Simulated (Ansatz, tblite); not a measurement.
# GaMe2(hfac) (C₇H₇F₆GaO₂): rung by rung

The task here is to estimate one member of a computed series from the others.

Method: as each input shows; program: Ansatz 0.2.0, Gaussian basis.

Plan: GFN1-xTB, GFN2-xTB, PBE-D4/def2-TZVP, r2SCAN-D4/def2-TZVP, r2SCANh-D4/def2-TZVP, CAM-B3LYP-D4/def2-TZVP, BHLYP-D4/def2-TZVP, PBE-D4/def2-SVP, PBE0-D4/def2-SVP, HF/STO-3G, HF/6-31G, B3LYP-D4/6-31G, CCSD(T)/def2-SVP, MP2/def2-TZVP, RPA/def2-TZVP.

### The geometry

The singlet was relaxed beforehand with PBE-D4/def2-SVP.

23 atoms, charge 0, spin multiplicity 1.

Bond lengths: Ga1–C2 1.966 Å, Ga1–C6 1.965 Å, Ga1–O10 2.022 Å, Ga1–O22 2.022 Å, C2–H3 1.108 Å, C2–H4 1.108 Å, C2–H5 1.108 Å, C6–H7 1.108 Å, C6–H8 1.109 Å, C6–H9 1.109 Å, O10–C11 1.271 Å, C11–C12 1.545 Å, C11–C16 1.407 Å, C12–F13 1.346 Å, C12–F14 1.347 Å, C12–F15 1.350 Å, C16–C17 1.407 Å, C16–H23 1.095 Å and more. Angles: C2–Ga1–C6 136.4°, C2–Ga1–O10 105.1°, C2–Ga1–O22 105.0°, C6–Ga1–O10 105.2°, C6–Ga1–O22 105.6°, O10–Ga1–O22 90.1°, Ga1–C2–H3 110.3°, Ga1–C2–H4 110.8°, Ga1–C2–H5 110.8°, H3–C2–H4 108.4°, H3–C2–H5 108.4°, H4–C2–H5 108.1°, Ga1–C6–H7 110.3°, Ga1–C6–H8 111.2°, Ga1–C6–H9 110.3°, H7–C6–H8 108.5°, H7–C6–H9 108.4°, H8–C6–H9 108.1° and more.

PBE0-D4/def2-TZVP was run before; its log isn't repeated, and its numbers join the tables.

Set-up of the first run:

Tight binding, by tblite at 300 K electronic temperature and without a spin-polarisation term:

```python
tblite.interface.Calculator('GFN1-xTB', numbers, positions, charge=0, uhf=0).singlepoint()
```

Tight binding, by tblite at 300 K electronic temperature and without a spin-polarisation term:

```python
tblite.interface.Calculator('GFN2-xTB', numbers, positions, charge=0, uhf=0).singlepoint()
```

start.molden holds the orbitals of an earlier run on this state, given as this run's starting guess.

in.yaml reads:

```yaml
crystal:
  periodic: [false, false, false]
  atoms:
    - {symbol: Ga, position_ang: [1.327145, -0.052667, 1.044308]}
    - {symbol: C, position_ang: [0.729274, -0.022808, 2.916494]}
    - {symbol: H, position_ang: [-0.375982, 0.033306, 2.965818]}
    - {symbol: H, position_ang: [1.148387, 0.853401, 3.450241]}
    - {symbol: H, position_ang: [1.057182, -0.938355, 3.448128]}
    - {symbol: C, position_ang: [3.050644, -0.116169, 0.102945]}
    - {symbol: H, position_ang: [2.891872, -0.302677, -0.978046]}
    - {symbol: H, position_ang: [3.698097, -0.920288, 0.507394]}
    - {symbol: H, position_ang: [3.586979, 0.848083, 0.216348]}
    - {symbol: O, position_ang: [0.280460, 1.418826, 0.134298]}
    - {symbol: C, position_ang: [-0.727895, 1.258552, -0.622328]}
    - {symbol: C, position_ang: [-1.326544, 2.588770, -1.130076]}
    - {symbol: F, position_ang: [-0.393098, 3.280657, -1.810026]}
    - {symbol: F, position_ang: [-1.730388, 3.334563, -0.083978]}
    - {symbol: F, position_ang: [-2.385996, 2.396639, -1.944484]}
    - {symbol: C, position_ang: [-1.320329, 0.047584, -1.026120]}
    - {symbol: C, position_ang: [-0.824165, -1.204721, -0.618408]}
    - {symbol: C, position_ang: [-1.513038, -2.485377, -1.139101]}
    - {symbol: F, position_ang: [-1.879696, -3.264158, -0.104597]}
    - {symbol: F, position_ang: [-0.653204, -3.179728, -1.910871]}
    - {symbol: F, position_ang: [-2.612704, -2.212990, -1.874159]}
    - {symbol: O, position_ang: [0.164017, -1.440868, 0.144971]}
    - {symbol: H, position_ang: [-2.191007, 0.080415, -1.688752]}
basis:
  gaussian: {orbitals: def2-TZVP, fitting: {mean_field: def2-universal-jkfit}, initial_orbitals: start.molden}
hamiltonian: {xc: pbe, dispersion: d4}
scf: {omitted_lower_state_checks: [starts]}
output: {orbitals: {seedname: orbitals}}
```

Started as:

```bash
> ansatz run in.yaml --threads 2 --pin off --events-out ev --progress --plain --max-ram 32768MiB --backend cuda --devices 0, --max-vram 18GiB
```

Among the steps run: PBE-D4/def2-TZVP; r2SCAN-D4/def2-TZVP; r2SCANh-D4/def2-TZVP; CAM-B3LYP-D4/def2-TZVP; BHLYP-D4/def2-TZVP; PBE-D4/def2-SVP; PBE0-D4/def2-SVP; HF/STO-3G; HF/6-31G; B3LYP-D4/6-31G; CCSD(T)/def2-SVP; MP2/def2-TZVP; RPA/def2-TZVP.

One of the session's tables, all rows but one given; the rest of the session is left out.

It belongs to the step «Binding energy». 

| method | binding an atom (eV) |
| --- | --- |
| HF/6-31G | 2.719 |
| HF/def2-SVP | 3.135 |
| HF/def2-TZVP | 3.055 |
| PBE-D4/def2-SVP | 4.718 |
| PBE-D4/def2-TZVP | 4.610 |
| r2SCAN-D4/def2-TZVP | 4.462 |
| r2SCANh-D4/def2-TZVP | 4.409 |
| B3LYP-D4/6-31G | 4.211 |
| PBE0-D4/def2-SVP | 4.546 |
| PBE0-D4/def2-TZVP | 4.453 |
| BHLYP-D4/def2-TZVP | 4.182 |
| CAM-B3LYP-D4/def2-TZVP | ? |
| MP2/def2-SVP | 4.376 |
| MP2/def2-TZVP | 4.445 |
| CCSD/def2-SVP | 4.160 |
| CCSD(T)/def2-SVP | 4.228 |

Estimate the missing values for CAM-B3LYP-D4/def2-TZVP.

As computed: binding an atom (eV): 4.434. In the column «binding an atom (eV)» it lies between r2SCANh-D4/def2-TZVP (4.409) and MP2/def2-TZVP (4.445).

To keep in mind: Free atoms were run apart at each level; binding is atoms less cluster, divided by the number of atoms, without zero-point or spin-orbit terms.
